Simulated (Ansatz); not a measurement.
# ZrB+ (quintet): the correlation ladder, def2-TZVPP

One table from this session's results is given with a row withheld; the runs are named, their logs left out.

Program: Ansatz 0.2.0, Gaussian basis. Level of theory: def2-TZVPP, core rule «outside noble gas», up to 5 orbitals frozen. These are calculated values, not measurements.

The runs, in order: UHF; ROHF; CCSD(T) on UHF.

### What is computed

The geometry is a PBE0/def2-TZVP stationary point (not a proven minimum) of the parent state, kept for this charge and spin. No spin-orbit coupling is included. Elements past krypton take def2 core potentials.

2 atoms, charge 1, spin multiplicity 5.

Atoms are counted from 1 here; the program's logs count them from 0.

Bond lengths: Zr1–B2 2.147 Å.

The first run:

in.yaml reads:

```yaml
crystal:
  periodic: [false, false, false]
  atoms:
    - {symbol: Zr, position_ang: [0.000000, 0.000000, 0.000000]}
    - {symbol: B, position_ang: [0.000000, 0.000000, 2.147200]}
basis:
  gaussian: {orbitals: def2-TZVPP}
total_charge: 1
magnetization: {spin_polarized: true, initial_magnetization: 4}
hamiltonian: {xc: hf}
output: {orbitals: {seedname: orbitals}}
```

Command:

```console
ansatz run in.yaml --threads 1 --pin off --events-out ev --progress --plain --max-ram 4096MiB --backend cpu
```

Steps of the session up to this table: UHF; ROHF; CCSD(T) on UHF.

One of the session's tables, all rows but one given; the rest of the session is left out.

| method | from UCCSD(T) (meV) |
| --- | --- |
| ROHF | ? |
| UHF | +3562.9 |
| UMP2 | +894.7 |
| UCCSD | +209.5 |
| UCCSD(T) | 0 |

**Question.** Estimate the row for ROHF.

As computed: from UCCSD(T) (meV): +3716.3. In the column «from UCCSD(T) (meV)» it is the highest.
